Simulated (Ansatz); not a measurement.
# BH2O2Te radical: up Jacob's ladder to CCSD(T)

The task here is to estimate one member of a computed series from the others.

Computed with Ansatz 0.2.0, Gaussian basis. Level: functionals in def2-TZVPP, the program's frozen cores in correlated methods.

Levels to be run: LDA (SPW92), PBE-D4, revPBE-D4, BLYP-D4, r2SCAN-D4, B97M-V, PBE0-D4, B3LYP-D4, r2SCANh-D4, r2SCAN0-D4, HSE06-D4, BHLYP-D4, CAM-B3LYP-D4, LC-ωPBE, ωB97X-V, ωB97M-V, B2PLYP, PBE-QIDH; CCSD(T)/def2-SVP; CCSD(T)/def2-TZVPP; MP2/def2-QZVPP; extrapolation to the limit; RPA on PBE.

### Structure used throughout

An earlier PBE0-D4 in a triple-zeta def2 set relaxation fixed the geometry. Te takes the def2 core potential; no spin-orbit term is included.

SMILES `OB(O)[Te]`, 6 atoms, charge 0, spin multiplicity 2.

Atoms are counted from 1 here; the program's logs count them from 0.

Bond lengths: O1–B2 1.362 Å, O1–H5 0.958 Å, B2–O3 1.353 Å, B2–Te4 2.184 Å, O3–H6 0.964 Å. Angles: B2–O1–H5 115.4°, O1–B2–O3 119.8°, O1–B2–Te4 123.3°, O3–B2–Te4 116.9°, B2–O3–H6 112.3°.

Coordinates:

```xyz
6
BH2O2Te
O     0.1228    1.1498    0.0182
B    -0.0543   -0.1965   -0.0813
O     0.4594   -1.0136    0.8670
Te   -1.1441   -1.1459   -1.7182
H    -0.2671    1.6683   -0.6872
H     0.9253   -0.5262    1.5554
```

Set-up of the first run:

File in.yaml:

```yaml
crystal:
  periodic: [false, false, false]
  atoms:
    - {symbol: O, position_ang: [0.122844, 1.149783, 0.018151]}
    - {symbol: B, position_ang: [-0.054334, -0.196493, -0.081303]}
    - {symbol: O, position_ang: [0.459403, -1.013613, 0.866977]}
    - {symbol: Te, position_ang: [-1.144058, -1.145853, -1.718211]}
    - {symbol: H, position_ang: [-0.267112, 1.668289, -0.687220]}
    - {symbol: H, position_ang: [0.925256, -0.526213, 1.555405]}
basis:
  gaussian: {orbitals: def2-TZVPP}
magnetization: {spin_polarized: true, initial_magnetization: 1}
hamiltonian: {xc: lda}
output: {orbitals: {seedname: orbitals}}
```

Among the steps run: LDA; PBE-D4 (GGA); revPBE-D4 (GGA); BLYP-D4 (GGA); r2SCAN-D4 (meta-GGA); B97M-V (meta-GGA); PBE0-D4 (hybrid); B3LYP-D4 (hybrid); r2SCANh-D4 (hybrid); r2SCAN0-D4 (hybrid); HSE06-D4 (hybrid); BHLYP-D4 (hybrid); CAM-B3LYP-D4 (range-separated); LC-ωPBE-D4 (range-separated; the results give it without D4); ωB97X-V (range-separated); ωB97M-V (range-separated); B2PLYP (double hybrid); PBE-QIDH (double hybrid).

One table of the session follows, with a row left open; its other results are not shown here.

It belongs to the step «Orbital energies across the functionals». 

```
  functional  HOMO (eV)  LUMO (eV)  gap (eV)
 LDA (SPW92)      -5.47      -5.43      0.04
      PBE-D4      -5.30      -4.99      0.31
   revPBE-D4      -5.24      -4.83      0.41
     BLYP-D4      -5.16      -4.99      0.17
   r2SCAN-D4      -5.55      -4.66      0.88
      B97M-V      -5.50      -4.87      0.63
     PBE0-D4      -6.33      -4.03      2.30
    B3LYP-D4      -6.14      -4.40      1.74
  r2SCANh-D4      -5.93      -4.32      1.61
  r2SCAN0-D4      -6.50      -3.81      2.69
    HSE06-D4      -5.94      -4.40      1.54
    BHLYP-D4      -7.22      -3.14      4.08
CAM-B3LYP-D4      -7.57      -3.02      4.55
     LC-ωPBE      -8.85      -1.59      7.25
     ωB97X-V          ?          ?         ?
     ωB97M-V      -8.39      -2.09      6.30
```

**Question.** Estimate the row for ωB97X-V.

The run gave: HOMO (eV): -8.55; LUMO (eV): -2.05; gap (eV): 6.50. In the column «HOMO (eV)» it lies between LC-ωPBE (-8.85) and ωB97M-V (-8.39).
